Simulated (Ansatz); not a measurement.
# MnPt2 (P-3m1) in Ansatz: further runs, part 2 of 2

Ansatz 0.2.0. Earlier steps stand in the parts before.

## Step 3: Single point, PBEsol, collinear spin, ferromagnetic start

File input.yaml:

```yaml
crystal:
  lattice:
    - [2.8584044518, 0.0, 0.0]
    - [-1.4292022259, 2.4754508696, 0.0]
    - [0.0, 0.0, 6.532504]
  atoms:
    - { symbol: Pt, position: [0.6666666667, 0.3333333333, 0.316206] }
    - { symbol: Pt, position: [0.3333333333, 0.6666666667, 0.683794] }
    - { symbol: Mn, position: [0.0, 0.0, 0.0], spin: 1.0 }
hamiltonian:
  xc: pbesol
  pseudopotentials: { kind: paw }
magnetization:
  spin_polarized: true
  initial_magnetization: 1.0
  spin_locking: { lock_magnetization: hard }
kpoints:
  mp_grid: { grid: [9, 9, 4] }
scf:
  occupations: { method: fermi_dirac, width: 0.05 }
  lower_state_search: "off"
output:
  forces: true
  stress: true
  eigenvalues: true
  write_density: true
  write_potential: true
  elf: true
  volumetric_format: npy
```

Potentials or basis: Ansatz PAW.

Command:

```
$ ansatz run input.yaml --threads 2 --pin off --max-ram 5632MiB --backend cpu --events-out ev --progress --plain --runs-dir out
```

Log:

```text
Warning: output.stress: scf.convergence.dr2_threshold = 1e-7 eV (the SCF's general default) is looser than the 3e-10 eV advised for a printed stress (1e-10 eV for each atom of the cell: 3). What an SCF threshold leaves in a stress goes as its square root, and in the free energy as the threshold itself, and one threshold admits the most on a small cell: of the crystals measured, under no hybrid functional and no lock of the moments, on runs that ended without the residual-converged pass, on stresses that held no estimate of that error, the worst erred by over 100 MPa in a component at 1e-7 eV an atom and by under 5 at 1e-10. Set scf.convergence.dr2_threshold to 3e-10 eV or tighter. The threshold is an SCF's pass mark: one that does not reach it within its budget of iterations ends unconverged, or closes short of it on a stop that the run arms, and scf.convergence.dr2_threshold's page says what that costs each kind of run
Warning: RAYON_NUM_THREADS=2 ignored (pool sized by the plan → 2); use --threads N
Engine: ansatz 0.2.0, x86_64-unknown-linux-gnu
Pseudopotentials: kind: paw
Pseudopotential: Pt, paw, valence charge 18, recommended cutoff 420 eV (normal), Pt.paw.azcp
Pseudopotential: Mn, paw, valence charge 15, recommended cutoff 420 eV (normal), Mn.paw.azcp
Functional definition: PBEsol
  exchange = pbesol_x
  correlation = pbesol_c
Crystal: 3 atoms, lattice volume = 46.223 Å³
Basis set: ecut = 420 eV, 897 PW (Γ), exchange–correlation on 40×40×90 points (8 copies of the dense FFT grid, shifted against one another)
Bands: 32, of which v1, the nominal top of the filled ones, is band 26 counted from 1 (25 counted from 0)
Symmetry: 12 space group operations
Space group: P-3m1 (ITA 164), of the structure as read, at distance tolerance 3.6e-5 Å
Magnetic group: BNS 164.85 (UNI 1315), of the structure as read, at distance tolerance 3.6e-5 Å
k-points: 43 of 324
Non-local potential: Pt, projectors of the file, l = 0: 3, l = 1: 2, l = 2: 2, l = 3: 1
Non-local potential: Mn, projectors of the file, l = 0: 3, l = 1: 2, l = 2: 3, l = 3: 1
PAW form: soft (Blöchl's): semilocal exchange-correlation on the pseudo side does not see the compensation charge
PAW frozen core: Pt, regenerated for the run's functional, and the local potential with it (the file was generated under x = pbe(κ = 0.804, μ = 0.2195149727645171), c = pbe(β = 0.06672455060314922))
PAW frozen core: Mn, regenerated for the run's functional, and the local potential with it (the file was generated under x = pbe(κ = 0.804, μ = 0.2195149727645171), c = pbe(β = 0.06672455060314922))
PAW one-centre angular grid: Pt, 590 points (default); XC on 64 Gauss nodes
PAW one-centre angular grid: Mn, 590 points (default); XC on 64 Gauss nodes
Initial density: superposition of atomic densities (chi_scale 0.1, normalization cell, long waves kept (reshape's long-wave potential 0.20 eV rms))
Starting moments: Σ|m| = 1 μB on 1 of 3 sites
Initial wavefunctions: pseudopotential atomic-orbital guess
Functional: x = pbesol(κ = 0.804, μ = 0.12345679012345678), c = pbesol(β = 0.046)
SCF iter   1: F=—  HF=-28660.406630 eV  |F-HF|=—  |Δ(HF+E_count)|=         —  Δρ=3.34e-1 (↑2.46e-1 ↓3.34e-1)  dr2=3.55e2  dr2_m=8.62e-1  M=1.000 μB ∫|m|=1.000 μB  β_m=0.30  ethr=3.10e-3  ⟨swp⟩=5.5  Hψ=9537  notcnv=0  defer=2
preconditioner: auto → Kerker (q_TF=auto, 2.773 Å⁻¹)  [metal: Δε(μ)=0.009 eV  Ē_g=7.265 eV  σ=0.050 eV  W_gap=0.04  n_scr=22 (ndim 8)  ℏωp=28.4 eV  f_vac=0.000  D(μ)=3.69/eV (n_scr^D=36)]
spin=Collinear: Kerker preconditioning applied to the charge; magnetization (m = ρ↑ − ρ↓) channel mixes plain (no charge-response kernel on spin).
SCF iter   2: F=—  HF=-28643.973477 eV  |F-HF|=—  |Δ(HF+E_count)|=    1.64e1  Δρ=2.05e-1 (↑2.05e-1 ↓1.84e-1)  dr2=5.97e1  dr2_m=5.64e-2  M=1.000 μB ∫|m|=1.000 μB  β_m=0.25  ethr=3.10e-3  ⟨swp⟩=4.0  Hψ=7040  notcnv=0  defer=48
SCF iter   3: F=—  HF=-28638.309216 eV  |F-HF|=—  |Δ(HF+E_count)|=    5.66e0  Δρ=5.18e-2 (↑5.18e-2 ↓5.13e-2)  dr2=1.96e1  dr2_m=2.33e-2  M=1.000 μB ∫|m|=1.007 μB  β_m=0.41  ethr=3.10e-3  ⟨swp⟩=4.0  Hψ=6613  notcnv=0  defer=52
SCF iter   4: F=—  HF=-28636.335659 eV  |F-HF|=—  |Δ(HF+E_count)|=    1.97e0  Δρ=3.55e-2 (↑3.17e-2 ↓3.55e-2)  dr2=1.81e0  dr2_m=1.85e-2  M=1.000 μB ∫|m|=1.234 μB  β_m=0.41  ethr=3.10e-3  ⟨swp⟩=3.7  Hψ=6499  notcnv=0  defer=23
SCF iter   5: F=—  HF=-28636.101529 eV  |F-HF|=—  |Δ(HF+E_count)|=   2.34e-1  Δρ=1.96e-2 (↑1.24e-2 ↓1.96e-2)  dr2=5.13e-1  dr2_m=1.14e-2  M=1.000 μB ∫|m|=1.209 μB  β_m=0.68  ethr=3.10e-3  ⟨swp⟩=2.2  Hψ=3911  notcnv=0  defer=21
SCF iter   6: F=—  HF=-28636.031691 eV  |F-HF|=—  |Δ(HF+E_count)|=   6.98e-2  Δρ=1.29e-2 (↑1.29e-2 ↓5.71e-3)  dr2=3.88e-1  dr2_m=1.50e-2  M=1.000 μB ∫|m|=1.355 μB  β_m=0.62  ethr=1.01e-3  ⟨swp⟩=2.3  Hψ=4303  notcnv=0  defer=20
SCF iter   7: F=—  HF=-28636.018511 eV  |F-HF|=—  |Δ(HF+E_count)|=   1.32e-2  Δρ=1.15e-2 (↑1.15e-2 ↓2.50e-3)  dr2=1.97e-1  dr2_m=1.29e-2  M=1.000 μB ∫|m|=1.462 μB  β_m=0.81  ethr=7.60e-4  ⟨swp⟩=1.9  Hψ=3301  notcnv=0  defer=21
SCF iter   8: F=—  HF=-28636.018250 eV  |F-HF|=—  |Δ(HF+E_count)|=   2.60e-4  Δρ=4.48e-3 (↑3.72e-3 ↓4.48e-3)  dr2=7.65e-3  dr2_m=4.58e-3  M=1.000 μB ∫|m|=1.557 μB  β_m=0.89  ethr=3.86e-4  ⟨swp⟩=2.1  Hψ=3340  notcnv=0  defer=20
SCF iter   9: F=—  HF=-28636.019100 eV  |F-HF|=—  |Δ(HF+E_count)|=   8.49e-4  Δρ=5.76e-3 (↑5.76e-3 ↓1.69e-3)  dr2=3.59e-2  dr2_m=3.86e-3  M=1.000 μB ∫|m|=1.628 μB  β_m=0.89  ethr=1.50e-5  ⟨swp⟩=2.0  Hψ=4102  notcnv=0  defer=20
SCF iter  10: F=—  HF=-28636.023618 eV  |F-HF|=—  |Δ(HF+E_count)|=   4.52e-3  Δρ=6.94e-3 (↑6.94e-3 ↓5.88e-3)  dr2=1.24e-1  dr2_m=2.85e-4  M=1.000 μB ∫|m|=1.783 μB  β_m=0.79  ethr=1.50e-5  ⟨swp⟩=2.4  Hψ=4240  notcnv=0  defer=20  recentre
SCF iter  11: F=—  HF=-28636.019587 eV  |F-HF|=—  |Δ(HF+E_count)|=   4.03e-3  Δρ=2.66e-3 (↑2.66e-3 ↓8.76e-4)  dr2=1.08e-2  dr2_m=4.08e-4  M=1.000 μB ∫|m|=1.762 μB  β_m=0.81  ethr=1.50e-5  ⟨swp⟩=2.0  Hψ=4133  notcnv=0  defer=23
SCF iter  12: F=—  HF=-28636.019400 eV  |F-HF|=—  |Δ(HF+E_count)|=   1.87e-4  Δρ=9.29e-4 (↑9.29e-4 ↓5.06e-4)  dr2=1.72e-3  dr2_m=2.51e-5  M=1.000 μB ∫|m|=1.801 μB  β_m=0.91  ethr=1.50e-5  ⟨swp⟩=1.0  Hψ=2908  notcnv=0  defer=23
SCF iter  13: F=—  HF=-28636.019358 eV  |F-HF|=—  |Δ(HF+E_count)|=   4.17e-5  Δρ=9.97e-5 (↑9.97e-5 ↓6.85e-5)  dr2=1.77e-5  dr2_m=6.24e-7  M=1.000 μB ∫|m|=1.807 μB  β_m=0.87  ethr=3.36e-6  ⟨swp⟩=1.0  Hψ=2737  notcnv=0  defer=23
SCF iter  14: F=—  HF=-28636.019362 eV  |F-HF|=—  |Δ(HF+E_count)|=   3.25e-6  Δρ=5.51e-5 (↑5.51e-5 ↓4.24e-5)  dr2=5.93e-6  dr2_m=1.49e-7  M=1.000 μB ∫|m|=1.806 μB  β_m=0.93  ethr=3.46e-8  ⟨swp⟩=1.5  Hψ=2810  notcnv=0  defer=23
SCF iter  15: F=—  HF=-28636.019362 eV  |F-HF|=—  |Δ(HF+E_count)|=   3.73e-8  Δρ=3.07e-5 (↑3.07e-5 ↓2.00e-5)  dr2=1.70e-6  dr2_m=3.86e-8  M=1.000 μB ∫|m|=1.806 μB  β_m=0.78  ethr=1.16e-8  ⟨swp⟩=1.0  Hψ=2730  notcnv=0  defer=23
SCF iter  16: F=—  HF=-28636.019361 eV  |F-HF|=—  |Δ(HF+E_count)|=   3.40e-8  Δρ=7.25e-6 (↑7.05e-6 ↓7.25e-6)  dr2=1.62e-7  dr2_m=1.22e-9  M=1.000 μB ∫|m|=1.806 μB  β_m=0.64  ethr=3.33e-9  ⟨swp⟩=1.0  Hψ=2729  notcnv=0  defer=23
SCF iter  17: F=-28636.019361 eV  HF=-28636.019361 eV  |F-HF|=2.79e-8  |Δ(HF+E_count)|=   3.70e-9  Δρ=3.26e-6 (↑3.26e-6 ↓2.57e-6)  dr2=2.94e-8  dr2_m=2.62e-10  M=1.000 μB ∫|m|=1.806 μB  ethr=1.96e-10  ⟨swp⟩=7.5  Hψ=14468  notcnv=0
SCF 1 converged in 17 iterations: F = -28636.019361 eV  dr2 = 2.94e-8
SCF converged after 17 iterations
Stability checked in part: among states of this total moment the steps that led to this state did not find it unstable. No probe was made; neither looks for a lower state of another moment (fixed_total_moment; see scf.lower_state_search)
Magnetization: 1.0000 μB (26.0000 up, 25.0000 down)
Absolute magnetization: 1.8064 μB (∫|ρ↑−ρ↓|, with the PAW one-centre terms)
Spin contamination: 0.3552 ħ² per cell (⟨S²⟩ above its minimum at these occupations)
Per-site moments (μB) at R_I (Å): [(-0.1796429931505553, 1.0906132915724027), (-0.17964299315055537, 1.0906132915724025), (1.3665947260814741, 1.0906132915724025)]
Free energy (F): -28636.019361 eV
Harris-Foulkes:  -28636.019361 eV  (|F-HF|=2.79e-8)
Internal energy: -28635.973660 eV  (E = F + TS)
E sigma→0 (E₀):  -28635.996511 eV
Entropy (-TS):   -0.045701 eV (-15.234 meV/atom)
Fermi energy:    19.482330 (↑ 19.279316, ↓ 19.685344) eV
--- Per-component energies (eV) ---
  E_band       = -565.020365
  E_kinetic    = 1573.225485
  E_local      = -4973.159830  (includes V_loc(G=0)·N_el)
  E_nonlocal   = 647.119742
  E_hartree    = 1905.981832
  E_xc         = -631.100892
  E_vxc        = -746.650871  (∫ρ·V_xc dr)
  E_paw        = -19901.239586  (= ΣΔE_a)
  E_vpaw       = -877.522025  (= ΣTr[D̂ρ^β])
  E_aug_tail   = 0.000365  (compensation charges beyond the density's cutoff)
  E_ewald      = -7257.544389
  E_core_change = 0.743613  (= ΣΔE_core)
  E_smearing   = -0.045701  (= −TS)
  E_closure    = 0.000000  (closes the sum)
  Σ components = -28636.019361   (vs F -28636.019361, Δ=0.00e0)
--- Forces (eV/Å), atoms counted from 1 ---
  atom   1  Pt     0.00000000     0.00000000    -0.30304956
  atom   2  Pt    -0.00000000    -0.00000000     0.30304956
  atom   3  Mn    -0.00000000     0.00000000     0.00000000
  max |Σ_I F_I| component: 4.63e-18 eV/Å
--- Stress (GPa, compression-positive) ---
      -26.268444       0.000000       0.000000
        0.000000     -26.268444      -0.000000
        0.000000      -0.000000     -16.611428
  P = ⅓ Tr σ = -23.0494 GPa (-230.494 kbar)
--- Band table (eV; the first three rows and the last of 86) ---
  k-point 0 ↑: bands = ["-79.0659", "-79.0581", "-60.2703", "-33.3448", "-33.2135", "-33.0622", "-33.0622", "-33.0434", "-33.0434", "-29.1678", "-29.0286", "-29.0286", "10.2355", "12.4628", "14.0645", "15.9739", "15.9739", "16.1291", "16.1291", "16.4075", "16.9755", "17.0487", "17.0487", "18.1301", "18.3514", "18.3514", "18.5295", "18.5295", "19.3199", "19.3199", "29.6217", "30.9219"]
  k-point 1 ↑: bands = ["-79.0659", "-79.0581", "-60.2703", "-33.3480", "-33.2103", "-33.0624", "-33.0624", "-33.0433", "-33.0433", "-29.1680", "-29.0286", "-29.0286", "10.4773", "12.1528", "13.8675", "15.7300", "15.9794", "15.9794", "16.1586", "16.1586", "17.1516", "17.1516", "17.7569", "17.9960", "17.9960", "18.4915", "18.4915", "18.7748", "19.5960", "19.5960", "27.3068", "33.1284"]
  k-point 2 ↑: bands = ["-79.0659", "-79.0581", "-60.2703", "-33.3509", "-33.2072", "-33.0624", "-33.0624", "-33.0432", "-33.0432", "-29.1682", "-29.0286", "-29.0286", "10.9115", "11.6166", "13.7040", "15.5633", "15.9643", "15.9643", "16.2248", "16.2248", "17.2961", "17.2961", "17.6716", "17.6716", "17.7906", "18.4441", "18.4441", "19.7932", "19.7932", "19.8234", "25.8126", "33.7803"]
  k-point 42 ↓: bands = ["-79.1431", "-79.1431", "-58.7558", "-33.3893", "-33.3893", "-33.3793", "-33.3399", "-33.3114", "-33.3114", "-27.8044", "-27.6007", "-27.6007", "14.6407", "14.6407", "14.6813", "15.0452", "15.4205", "15.4205", "15.5642", "16.7302", "16.7302", "17.2579", "19.6487", "19.6487", "19.8720", "19.8720", "20.5262", "24.1873", "24.1873", "24.6000", "24.6000", "25.0285"]
```

It took 12 s on 2 threads of Intel Xeon at 2.50GHz (Skylake/Cascade Lake), shared host; peak memory 0.43 GiB.

Results:

| Item | Value |
| --- | --- |
| Free energy | -28636.0194 eV |
| Pressure | -23.0 GPa |
| Largest force | 0.303 eV/Å |
| Net moment | 1.00 μB per cell |
| Absolute moment | 1.81 μB per cell |
| Site moments | Pt -0.18; Mn +1.37 μB |

Forces in eV/Å, atoms in the order of the input:
```
Pt   0.000  0.000 -0.303
Pt   0.000  0.000  0.303
Mn   0.000  0.000  0.000
```

Stress tensor (GPa, compression positive):
```
-26.27   0.00   0.00
  0.00 -26.27   0.00
  0.00   0.00 -16.61
```

Caveat: the total moment is fixed, so each spin has its own Fermi level; the PAW data sets come from PBE, with cores solved anew for the run's functional, which leaves a small shift of forces and pressure; the thresholds are loose for stress.
